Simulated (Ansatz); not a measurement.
**Re7B3: from the listed structure to its properties**

The task, for Re7B3: find the equilibrium cell and compute bands, density of states and charges.

Computed with Ansatz 0.2.0 (DFT r2SCAN, scalar-relativistic, plane waves, PAW, unless a step's input says otherwise).

### 1 The starting structure

It takes space group P6_3mc (No. 186, hexagonal). Conventional cell: a = 7.521 Å, b = 7.521 Å, c = 4.894 Å, α = 90.00°, β = 90.00°, γ = 120.00°. Re (site symmetry 3m) has 3 B at 2.22 Å in its first shell of neighbours. Around Re (site symmetry m) lie 3 B at 2.19 to 2.21 Å. Re (site symmetry m) has 2 B at 2.25 Å in its first shell of neighbours. B (site symmetry m) is surrounded by 6 Re at 2.19 to 2.25 Å.

Coordinates:

```xyz
20
Lattice="7.5211 0.0000 0.0000 -3.7606 6.5135 0.0000 0.0000 0.0000 4.8945" Properties=species:S:1:pos:R:3 pbc="T T T"
Re    0.0000    4.3423    0.4112
Re    3.7606    2.1712    2.8584
Re    2.3750    5.7135    1.2346
Re   -2.3750    5.7135    1.2346
Re    0.0000    1.5999    1.2346
Re    1.3855    0.7999    3.6819
Re    6.1356    0.7999    3.6819
Re    3.7606    4.9136    3.6819
Re    5.1232    2.9579    0.2441
Re    2.3979    2.9579    0.2441
Re    3.7606    0.5977    0.2441
Re   -1.3627    3.5556    2.6913
Re    1.3627    3.5556    2.6913
Re    0.0000    5.9158    2.6913
B     2.1366    1.2335    1.6668
B     5.3845    1.2335    1.6668
B     3.7606    4.0464    1.6668
B     1.6240    5.2799    4.1140
B    -1.6240    5.2799    4.1140
B     0.0000    2.4671    4.1140
```

The structure comes from the Materials Project (structure only).

(A quick probe on a coarse mesh, which set the mesh and smearing, is not shown.)

### 3 Relaxing cell and atoms

Input file input.yaml:

```yaml
crystal:
  lattice:
    - [7.5211061013, 0.0, 0.0]
    - [-3.7605530507, 6.5134689483, 0.0]
    - [0.0, 0.0, 4.89445154]
  atoms:
    - { symbol: Re, position: [0.33333333, 0.66666667, 0.08400883] }
    - { symbol: Re, position: [0.66666667, 0.33333333, 0.58400883] }
    - { symbol: Re, position: [0.75437598, 0.87718799, 0.25225498] }
    - { symbol: Re, position: [0.12281201, 0.87718799, 0.25225498] }
    - { symbol: Re, position: [0.12281201, 0.24562402, 0.25225498] }
    - { symbol: Re, position: [0.24562402, 0.12281201, 0.75225498] }
    - { symbol: Re, position: [0.87718799, 0.12281201, 0.75225498] }
    - { symbol: Re, position: [0.87718799, 0.75437598, 0.75225498] }
    - { symbol: Re, position: [0.90823651, 0.45411826, 0.04986287] }
    - { symbol: Re, position: [0.54588174, 0.45411826, 0.04986287] }
    - { symbol: Re, position: [0.54588174, 0.09176349, 0.04986287] }
    - { symbol: Re, position: [0.09176349, 0.54588174, 0.54986287] }
    - { symbol: Re, position: [0.45411826, 0.54588174, 0.54986287] }
    - { symbol: Re, position: [0.45411826, 0.90823651, 0.54986287] }
    - { symbol: B, position: [0.37876658, 0.18938329, 0.34053987] }
    - { symbol: B, position: [0.81061671, 0.18938329, 0.34053987] }
    - { symbol: B, position: [0.81061671, 0.62123342, 0.34053987] }
    - { symbol: B, position: [0.62123342, 0.81061671, 0.84053987] }
    - { symbol: B, position: [0.18938329, 0.81061671, 0.84053987] }
    - { symbol: B, position: [0.18938329, 0.37876658, 0.84053987] }
basis:
  ecutwfc: 500
kpoints:
  mp_grid: { grid: [6, 6, 8] }
hamiltonian:
  xc: r2scan
scf:
  occupations: { method: gaussian, width: 0.1 }
output:
  forces: true
  stress: true
  eigenvalues: true
relax:
  adjacent_minimum: "off"
  f_tol: 0.005
  max_steps: 80
  cell: { stress_tol: 0.05 }
```

On the command line:

```sh
ansatz run input.yaml --threads 8 --pin off --max-ram 22528MiB --backend cpu --events-out ev --progress --plain --runs-dir out
```

The session goes on with these runs: static run: bands, density of states and charges.

Q: Predict the outcome of this session. Wanted: relaxed cell; volume; formation energy; gap; states at the Fermi level.

**Answer**, as computed:

```
                                                               quantity                                                                       value
                                                           relaxed cell  a = 7.500 Å, b = 7.500 Å, c = 4.889 Å, α = 90.00°, β = 90.00°, γ = 120.00°
                                                   space group (0.01 Å)                                                            P6_3mc (No. 186)
                                                                 volume                                                               11.91 Å³/atom
formation energy (elements from runs with the same settings, not shown)                                                               -0.24 eV/atom
                                                                    gap                                                                none (metal)
                                              states at the Fermi level                                                        9.16 per eV per cell
```

Relaxation lowered the volume by 0.7 %. Bands cross the Fermi level: a metal at this level of theory. Of the projected weight within 0.25 eV of the Fermi level, the largest part is Re 5d (95 %). Spin-orbit coupling is left out, which matters for the bands of Re.
